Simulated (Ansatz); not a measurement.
# C₅H₁₄F₂Si₂: up Jacob's ladder to CCSD(T)

An exercise on one series of results from a longer session: the logs are not shown, and one member is left open.

Computed with Ansatz 0.2.0, Gaussian basis. Level: functionals in def2-TZVPP, the program's frozen cores in correlated methods.

Levels to be run: LDA (SPW92), PBE-D4, revPBE-D4, BLYP-D4, r2SCAN-D4, B97M-V, PBE0-D4, B3LYP-D4, r2SCANh-D4, r2SCAN0-D4, HSE06-D4, BHLYP-D4, CAM-B3LYP-D4, LC-ωPBE, ωB97X-V, ωB97M-V, B2PLYP, PBE-QIDH; CCSD(T)/def2-SVP; CCSD(T)/def2-TZVPP; MP2/def2-QZVPP; extrapolation to the limit; RPA on PBE.

### The geometry

All runs share one geometry, relaxed beforehand with PBE0-D4 in a triple-zeta def2 set.

SMILES `C[Si](C)(C)C[Si](C)(F)F`, 23 atoms, charge 0, spin multiplicity 1.

Atoms are counted from 1 here; the program's logs count them from 0.

Bond lengths: C1–Si2 1.871 Å, C1–H10 1.092 Å, C1–H11 1.093 Å, C1–H12 1.093 Å, Si2–C3 1.875 Å, Si2–C4 1.871 Å, Si2–C5 1.891 Å, C3–H13 1.093 Å, C3–H14 1.093 Å, C3–H15 1.094 Å, C4–H16 1.092 Å, C4–H17 1.093 Å, C4–H18 1.093 Å, C5–Si6 1.838 Å, C5–H19 1.097 Å, C5–H20 1.097 Å, Si6–C7 1.846 Å, Si6–F8 1.599 Å and more. Angles: Si2–C1–H10 111.5°, Si2–C1–H11 110.5°, Si2–C1–H12 111.2°, H10–C1–H11 108.1°, H10–C1–H12 107.6°, H11–C1–H12 107.7°, C1–Si2–C3 109.6°, C1–Si2–C4 110.4°, C1–Si2–C5 109.7°, C3–Si2–C4 109.6°, C3–Si2–C5 107.9°, C4–Si2–C5 109.7°, Si2–C3–H13 111.3°, Si2–C3–H14 111.3°, Si2–C3–H15 110.8°, H13–C3–H14 107.8°, H13–C3–H15 107.7°, H14–C3–H15 107.7° and more.

Set-up of the first run:

in.yaml

```yaml
crystal:
  periodic: [false, false, false]
  atoms:
    - {symbol: C, position_ang: [-0.534236, -1.528777, -1.675315]}
    - {symbol: Si, position_ang: [0.300210, -1.145474, -0.045176]}
    - {symbol: C, position_ang: [1.961645, -2.011247, 0.029874]}
    - {symbol: C, position_ang: [-0.767267, -1.710962, 1.383560]}
    - {symbol: C, position_ang: [0.609345, 0.715679, 0.089226]}
    - {symbol: Si, position_ang: [-0.835317, 1.851394, 0.042982]}
    - {symbol: C, position_ang: [-0.461672, 3.654033, 0.183505]}
    - {symbol: F, position_ang: [-1.646158, 1.619250, -1.315117]}
    - {symbol: F, position_ang: [-1.849546, 1.464415, 1.216629]}
    - {symbol: H, position_ang: [-1.507368, -1.038614, -1.751161]}
    - {symbol: H, position_ang: [-0.686558, -2.606058, -1.784405]}
    - {symbol: H, position_ang: [0.073012, -1.191042, -2.519542]}
    - {symbol: H, position_ang: [2.612347, -1.693543, -0.789383]}
    - {symbol: H, position_ang: [2.478405, -1.798104, 0.969590]}
    - {symbol: H, position_ang: [1.838841, -3.095411, -0.043919]}
    - {symbol: H, position_ang: [-1.744598, -1.223527, 1.369466]}
    - {symbol: H, position_ang: [-0.296988, -1.481769, 2.343692]}
    - {symbol: H, position_ang: [-0.925538, -2.792032, 1.339876]}
    - {symbol: H, position_ang: [1.288197, 1.006133, -0.722676]}
    - {symbol: H, position_ang: [1.151487, 0.902728, 1.024891]}
    - {symbol: H, position_ang: [0.042382, 3.874206, 1.127505]}
    - {symbol: H, position_ang: [0.186810, 3.981754, -0.632430]}
    - {symbol: H, position_ang: [-1.382837, 4.240068, 0.143728]}
basis:
  gaussian: {orbitals: def2-TZVPP}
hamiltonian: {xc: lda}
output: {orbitals: {seedname: orbitals}}
```

Among the steps run: LDA; PBE-D4 (GGA); revPBE-D4 (GGA); BLYP-D4 (GGA); r2SCAN-D4 (meta-GGA); B97M-V (meta-GGA); PBE0-D4 (hybrid); B3LYP-D4 (hybrid); r2SCANh-D4 (hybrid); r2SCAN0-D4 (hybrid); HSE06-D4 (hybrid); BHLYP-D4 (hybrid); CAM-B3LYP-D4 (range-separated); LC-ωPBE (range-separated); ωB97X-V (range-separated); ωB97M-V (range-separated); B2PLYP (double hybrid); PBE-QIDH (double hybrid).

One table of the session follows, with a row left open; its other results are not shown here.

It belongs to the step «Orbital energies across the functionals». 

```
  functional  HOMO (eV)  LUMO (eV)  gap (eV)
 LDA (SPW92)      -7.00      -0.24      6.77
      PBE-D4      -6.88      -0.06      6.82
   revPBE-D4      -6.82       0.05      6.88
     BLYP-D4      -6.78      -0.05      6.72
   r2SCAN-D4      -7.16       0.64      7.81
      B97M-V      -7.24       0.04      7.28
     PBE0-D4      -8.18       0.71      8.90
    B3LYP-D4      -7.98       0.39      8.37
  r2SCANh-D4      -7.64       0.86      8.51
  r2SCAN0-D4      -8.37       1.17      9.54
    HSE06-D4      -7.78       0.35      8.13
    BHLYP-D4      -9.43       1.28     10.71
CAM-B3LYP-D4      -9.56       1.45     11.01
     LC-ωPBE     -10.88       2.76     13.64
     ωB97X-V     -10.54       2.50     13.03
     ωB97M-V          ?          ?         ?
```

**Question.** Estimate the row for ωB97M-V.

As computed: HOMO (eV): -10.38; LUMO (eV): 2.07; gap (eV): 12.45. In the column «HOMO (eV)» it lies between ωB97X-V (-10.54) and CAM-B3LYP-D4 (-9.56).
